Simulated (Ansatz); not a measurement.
# HfSi (triplet): from Hartree-Fock to the top rungs, def2-QZVPP

One table from this session's results is given with a row withheld; the runs are named, their logs left out.

The runs use Ansatz 0.2.0, Gaussian basis; def2-QZVPP, core rule «outside noble gas», up to 9 orbitals frozen.

To be run: UHF; ROHF; CCSD(T) on UHF.

2 further runs of the same task are left out: 2 set aside as unsound or not needed.

### The system

The geometry is a PBE0/def2-TZVP stationary point (not a proven minimum). No spin-orbit coupling is included. Elements past krypton take def2 core potentials.

2 atoms, charge 0, spin multiplicity 3.

Atoms are counted from 1 here; the program's logs count them from 0.

Bond lengths: Hf1–Si2 2.399 Å.

As a file:

```csv
atom,x (Å),y (Å),z (Å)
Hf1,0.0000,0.0000,0.0000
Si2,0.0000,0.0000,2.3988
```

The first run:

Contents of in.yaml:

```yaml
crystal:
  periodic: [false, false, false]
  atoms:
    - {symbol: Hf, position_ang: [0.000000, 0.000000, 0.000000]}
    - {symbol: Si, position_ang: [0.000000, 0.000000, 2.398800]}
basis:
  gaussian: {orbitals: "def2-QZVPP.json"}
magnetization: {spin_polarized: true, initial_magnetization: 2}
hamiltonian: {xc: hf}
output: {orbitals: {seedname: orbitals}}
```

Started as:

```
$ ansatz run in.yaml --threads 1 --pin off --events-out ev --progress --plain --max-ram 4096MiB --backend cpu
```

Steps of the session up to this table: UHF; ROHF; CCSD(T) on UHF.

One of the session's tables, all rows but one given; the rest of the session is left out.

It belongs to the step «Misses and costs». 

```
  method  from UCCSD(T) (kJ/mol)
    ROHF                       ?
    UMP2                  +128.5
   UCCSD                   +49.7
UCCSD(T)                       0
```

Q: Estimate the row for ROHF from the others.

As computed: from UCCSD(T) (kJ/mol): +596.7. In the column «from UCCSD(T) (kJ/mol)» it is the highest.

Left out of the table: UHF (another determinant or state than the rows shown).

Limits of these values: The determinant is far from a pure spin state, so its energy mixes those of several spin states (harmless only where they are near-degenerate, as at dissociation). Warnings: spin contamination; coupled cluster took another determinant than the lowest.
